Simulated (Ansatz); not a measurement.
**What each level of theory costs: C10H16, SMILES C1C2CC3CC1CC(C2)C3, on Neoverse N1 cores, threads left to the program**

Program: Ansatz 0.2.0. No other job shared the machine, and each run was timed once from launch to exit. Hardware: an Arm Neoverse N1 node (56 of its 64 cores, memory capped at 64 GiB). Times and memory are rounded to two significant figures, and ratios are formed from the unrounded values. A row is a single run, so small differences between rows aren't established. Precision is the program's default, which can work at lower precision in parts of a run. Ansatz fits or factors the two-electron integrals of a Gaussian basis by default. It has two schemes, and a run can build a set of factors by either or by both: the log gives each set's size, with a bound on the integrals' error for one scheme and none for the other.

The first rung is HF.

Commands are shown without the flags for output files and display.

```
atoms                                                                   : 26
electrons                                                               : 76
basis                                                                   : def2-svp
basis functions                                                         : 220
integral factors (in one run; the count can differ a little by machine) : 2868 (no error bound)
```

The input file:

```yaml
crystal:
  periodic: [false, false, false]
  atoms:
    - { symbol: C, position_ang: [-1.6700, -0.4000, -0.4500] }
    - { symbol: C, position_ang: [-1.2400, 0.8800, 0.2900] }
    - { symbol: C, position_ang: [-0.5600, 0.4900, 1.6100] }
    # ... 22 more atoms, left out here ...
    - { symbol: H, position_ang: [2.0000, 1.3000, 0.9800] }
basis:
  gaussian: { orbitals: def2-svp }
hamiltonian: { xc: hf }
```

Command for every rung:

```bash
taskset -c 8-63 ansatz run input.yaml --backend cpu --max-ram 64GiB
```

Lines that stand in the other rungs' inputs in place of, or beside, those above:

```yaml
# PBE
hamiltonian: { xc: pbe }
# r2SCAN
hamiltonian: { xc: r2scan }
# PBE0
hamiltonian: { xc: pbe0 }
# wB97M-V
hamiltonian: { xc: { name: wB97M-V } }
# MP2
correlation: { method: mp2 }
# (no hamiltonian line)
# RPA on PBE0
hamiltonian: { xc: pbe0 }
correlation: { method: rpa }
# CCSD(T)
correlation: { method: ccsd_t }
# (no hamiltonian line)
```

```
  level  wall time  stage clocks  of them the mean-field stage  outside them                                       integral factors  SCF iterations  threads  host memory (GiB)
     HF     0.74 s        0.66 s                                     0.079 s                                  2868 (no error bound)              12       56               0.78
    PBE      1.3 s         1.1 s                                      0.11 s                                  2508 (no error bound)              18       56               0.62
   PBE0      1.4 s         1.2 s                                      0.11 s                                  2508 (no error bound)              16       56               0.89
    MP2      1.4 s         1.3 s                         1.2 s       0.086 s                           2285 (error up to 1.3e-3 eV)              11       56               0.88
 r2SCAN      2.2 s         2.1 s                                      0.14 s                                  2508 (no error bound)              19       56               0.74
wB97M-V      3.8 s         3.6 s                                      0.16 s  2508 (no error bound) and 619 (error up to 2.5e-6 eV)              17       56                1.3
CCSD(T)       44 s          42 s                         1.4 s         1.3 s                           2285 (error up to 1.3e-3 eV)              17       56                5.6
```

The stage clocks are the program's own, summed: the mean-field stage and the correlated steps. The mean-field stage is one clock over all work up to the reference state: integrals, SCF, tests for a lower state where a run makes them. The correlated steps include the solver's set-up. Outside lie the rest of start-up and exit.

SCF iterations count the mean-field evaluations that the program logged over all starts and steps, those after a first convergence included. Functionals ending in -V hold the non-local VV10 term, a sum over pairs of grid points whose cost follows the grid and not the basis. Correlated methods freeze the cores.

The correlated rungs have a mean-field stage of their own, with their own integral factors and tests, which can cost more than the first rung's, so the added time isn't the cost of correlation alone.

Of the 44 s of CCSD(T), the CCSD cycles take 8.2 s and (T) 31 s.

The first rung takes only 0.74 s, 0.66 s of it on the stage clocks, in a single run. That is too short to divide by, since fixed costs and noise weigh heavily on it, so no ratios to it are given. The cost of one level against another in a larger system can differ much from what these times suggest.

Problem. How long does RPA on PBE0 take on Neoverse N1 cores, threads left to the program?

Solution. 2.9 s, against 0.74 s for the first rung, in 18 SCF iterations against 12; peak host memory 1.0 GiB. Of the wall time 2.7 s is on the stage clocks and 0.14 s outside. On the stage clocks alone it is 2.7 s against 0.66 s. The mean-field stage takes 2.0 s, the correlated steps 0.71 s. Its integral factors: 2285 (error up to 1.3e-3 eV); in the first rung: 2868 (no error bound).
